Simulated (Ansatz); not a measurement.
# SiH3S (SMILES [SiH2]S) at U-r2SCAN0/STO-3G

What is the electronic atomisation energy of SiH3S at U-r2SCAN0/STO-3G? 

Program for the calculation: Ansatz 0.2.0.

31 further runs of the same task are left out: 31 set aside as unsound or not needed.

## 1. The system as given

SiH3S has 5 atoms, charge 0, and is taken as a doublet. As SMILES, `[SiH2]S`. The coordinates come from a PBE0-D4/def2-TZVP relaxation. This is one conformer, not always the lowest.

Bond lengths: Si1–S2 2.132 Å, Si1–H3 1.492 Å, Si1–H4 1.488 Å, S2–H5 1.344 Å. Angles: Si1–S2–H5 94.7°, S2–Si1–H3 111.4°, S2–Si1–H4 105.0°, H3–Si1–H4 110.5°.

## 2. A single-point energy at U-r2SCAN0/STO-3G

Input file molecule.yaml:

```yaml
basis:
  gaussian: {orbitals: STO-3G}
crystal:
  periodic: [false, false, false]
  atoms:
    - {symbol: Si, position_ang: [-0.096300, -0.694000, -0.309300]}
    - {symbol: S, position_ang: [0.273100, 1.406000, -0.294500]}
    - {symbol: H, position_ang: [-0.094500, -1.256800, 1.073000]}
    - {symbol: H, position_ang: [-1.440300, -0.843200, -0.929900]}
    - {symbol: H, position_ang: [1.407800, 1.314300, 0.419300]}
magnetization: {spin_polarized: true, initial_magnetization: 1}
hamiltonian: {xc: {name: r2SCAN0}}
accuracy: high
```

Run with:

```bash
$ ansatz run molecule.yaml --threads 1 --pin off --max-ram 2610MiB --events-out events.jsonl --progress --plain --runs-dir runs
```

Output:

```text
Warning: RAYON_NUM_THREADS=1 ignored (pool sized by the plan → 1); use --threads N
Functional definition: r2SCAN0
  name "r2SCAN0"
  parameter a = 0.25
  parameter k0 = 0.174
  parameter k1 = 0.065
  parameter a1 = 4.9479
  exchange = (1 - a)*r2scan_x(k0 = k0, k1 = k1, a1 = a1) + a*exact_x
  correlation = r2scan_c
364 factors; integrals over basis functions are off by at most 2.7e-8 eV
mean field evaluation 1: about -18547.7159 eV, gradient 7.5e0 eV
mean field evaluation 2: about -18547.9584 eV, gradient 5.6e0 eV
mean field evaluation 4: about -18548.2297 eV, gradient 2.1e-1 eV
mean field evaluation 8: about -18548.2028 eV, gradient 1.9e-2 eV
mean field evaluation 16: about -18548.2029 eV, gradient 2.5e-6 eV
mean field -18548.20285612 eV, -681.6338825388 hartree, gradient 1.6e-8 eV, S^2 0.751652; 0 other end points of the search recorded, 0 dependent functions left out
reference -18548.20285676 eV, -681.6338825623 hartree; 17, 16 occupied and 4, 5 virtual orbitals, 364 factors
Total energy: -18548.20285676 eV, -681.6338825623 hartree
```

Run time: 3.6 s. Hardware: 1 thread of Intel Xeon Platinum 8488C (Sapphire Rapids), shared host; peak memory 0.25 GiB.

## 3. The H atom, same level

Input file molecule.yaml:

```yaml
crystal:
  periodic: [false, false, false]
  atoms:
    - {symbol: H, position_ang: [0.000000, 0.000000, 0.000000]}
basis:
  gaussian: {orbitals: STO-3G}
accuracy: high
magnetization: {spin_polarized: true, initial_magnetization: 1}
hamiltonian: {xc: {name: r2SCAN0}}
```

Run with:

```bash
$ ansatz run molecule.yaml --threads 1 --pin off --max-ram 2610MiB --events-out events.jsonl --progress --plain --runs-dir runs
```

Output, cut to the lines that bear on the results:

```text
Warning: RAYON_NUM_THREADS=1 ignored (pool sized by the plan → 1); use --threads N
[... 8 set-up lines as earlier in the session ...]
1 factors; integrals over basis functions are off by at most 4.6e-10 eV
mean field evaluation 1: about -12.6938 eV, gradient 0.0e0 eV
mean field evaluation 2: about -12.6938 eV, gradient 0.0e0 eV
mean field -12.69384000 eV, -0.4664900157 hartree, gradient 0.0e0 eV, S^2 0.750000; 0 other end points of the search recorded, 0 dependent functions left out
reference -12.69384034 eV, -0.4664900281 hartree; 1, 0 occupied and 0, 1 virtual orbitals, 1 factors
Total energy: -12.69384034 eV, -0.4664900281 hartree
```

It took 0.2 s on 1 thread of Intel Xeon Platinum 8488C (Sapphire Rapids), shared host.

## 4. The S atom

Input file in.yaml:

```yaml
crystal:
  periodic: [false, false, false]
  atoms:
    - {symbol: S, position_ang: [0.000000, 0.000000, 0.000000]}
basis:
  gaussian:
    orbitals: STO-3G
magnetization:
  spin_polarized: true
  initial_magnetization: 2
hamiltonian:
  xc: {name: r2SCAN0}
accuracy: high
```

Run the same way, it converges to -393.67269 Eh (log not shown).

## 5. The Si atom, same level

Input file run.yaml:

```yaml
crystal:
  periodic: [false, false, false]
  atoms:
    - symbol: Si
      position_ang: [0.000000, 0.000000, 0.000000]
basis:
  gaussian:
    orbitals: STO-3G
magnetization:
  spin_polarized: true
  initial_magnetization: 2
hamiltonian:
  xc: {name: r2SCAN0}
accuracy: high
```

Run the same way, it converges to -285.92557 Eh (log not shown).

## 6. Results

At U-r2SCAN0/STO-3G:

```
                     quantity          value
       molecule: total energy  -681.63388 Eh
               molecule: ⟨S²⟩          0.752
         H atom: total energy    -0.46649 Eh
                 H atom: ⟨S²⟩          0.750
         S atom: total energy  -393.67269 Eh
                 S atom: ⟨S²⟩          2.000
        Si atom: total energy  -285.92557 Eh
                Si atom: ⟨S²⟩          2.000
electronic atomisation energy      17.311 eV
```

What this shows: Taking the molecule apart into free atoms costs 17.31 eV (399 kcal/mol), before zero-point energy and without spin-orbit coupling. In a minimal basis such a difference can be off by several eV, whatever the method.
